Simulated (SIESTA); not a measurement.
# Pt: relaxation of the atoms with PBEsol

Slab: Pt, a slab with vacuum.

```
CELL_PARAMETERS angstrom
2.76889 0.00000 0.00000
-1.38444 2.39793 0.00000
0.00000 0.00000 24.04315
ATOMIC_POSITIONS crystal
Pt 0.66667 0.33333 0.31194
Pt 0.33333 0.66667 0.40597
Pt 0.00000 0.00000 0.50000
Pt 0.66667 0.33333 0.59403
Pt 0.33333 0.66667 0.68806
```

The slab is cut from a database's or a generator's crystal, which needn't be the stable form of the element.

| Item | Value |
| --- | --- |
| Program | SIESTA 5.4.2 |
| Task | relaxation of the atoms |
| Functional | PBEsol |
| Potentials or basis | PseudoDojo 0.4 standard (PBEsol files) |
| Basis | DZ (energy shift 0.003 Ry; two zetas on semicore shells) |
| Grid cutoff | 800 Ry |
| Energy shift | 0.003 Ry |
| k mesh | 8 × 8 × 1 |
| Occupations | fermi-dirac, width 0.05 eV |
| Spin | no spin polarisation |
| dipole correction | yes |
| force tolerance | 0.04 eV/Å |
| Fixed | [0, 1] |

```json
{
  "Energy gained by relaxing": "2.1 meV/atom",
  "Ionic steps": "10",
  "Band gap on the k mesh": "none (metal or under the smearing width)"
}
```

Stress tensor (GPa, compression positive):
```
-3.92  0.00  0.00
 0.00 -3.92  0.00
 0.00  0.00  0.48
```

The path:
| step | energy change (eV) | largest force (eV/Å) | pressure (GPa) |
| --- | --- | --- | --- |
| 1 | 0.0000 | 0.4800 | -2.98 |
| 2 | -0.0032 | 0.4863 | -3.01 |
| 3 | -0.0062 | 0.4698 | -3.06 |
| 4 | -0.0067 | 0.4413 | -3.06 |
| 5 | -0.0077 | 0.3230 | -3.02 |
| 6 | -0.0080 | 0.3028 | -2.99 |
| 7 | -0.0090 | 0.2268 | -2.80 |
| 8 | -0.0098 | 0.2031 | -2.61 |
| 9 | -0.0102 | 0.2035 | -2.47 |
| 10 | -0.0103 | 0.2044 | -2.46 |

Final structure:
```yaml
crystal:
  lattice:
    - [2.76889, 0.00000, 0.00000]
    - [-1.38444, 2.39793, 0.00000]
    - [0.00000, 0.00000, 24.04315]
  atoms:
    - { symbol: Pt, position: [0.66667, 0.33333, 0.31194] }
    - { symbol: Pt, position: [0.33333, 0.66667, 0.40597] }
    - { symbol: Pt, position: [0.00000, 0.00000, 0.49876] }
    - { symbol: Pt, position: [0.66667, 0.33333, 0.59162] }
    - { symbol: Pt, position: [0.33333, 0.66667, 0.68666] }
```

Levels at points of the mesh, in eV from the Fermi level:
```tsv
k point	band 42	band 43	band 44	band 45	band 46	band 47	band 48	band 49
(0.00, 0.00, 0.00)	-1.53	-1.53	-0.99	-0.99	-0.32	-0.32	0.01	0.01
(0.50, 0.00, 0.00)	0.17	0.32	0.55	0.58	3.21	3.29	3.99	5.55
(0.00, 0.50, 0.00)	0.17	0.32	0.55	0.58	3.21	3.29	3.99	5.55
(0.50, 0.50, 0.00)	0.17	0.32	0.55	0.58	3.21	3.29	3.99	5.55
```

Run time: 9 min on 1 thread of Arm Neoverse V2 (shared host), peak memory 0.41 GiB.

Caveat: the basis has no polarisation orbitals; short orbitals over semicore shells can move pressures by several GPa; the basis of atomic orbitals isn't converged, which shifts pressures, moduli and gaps. The run has no spin-orbit coupling, so splittings on Pt are missing.
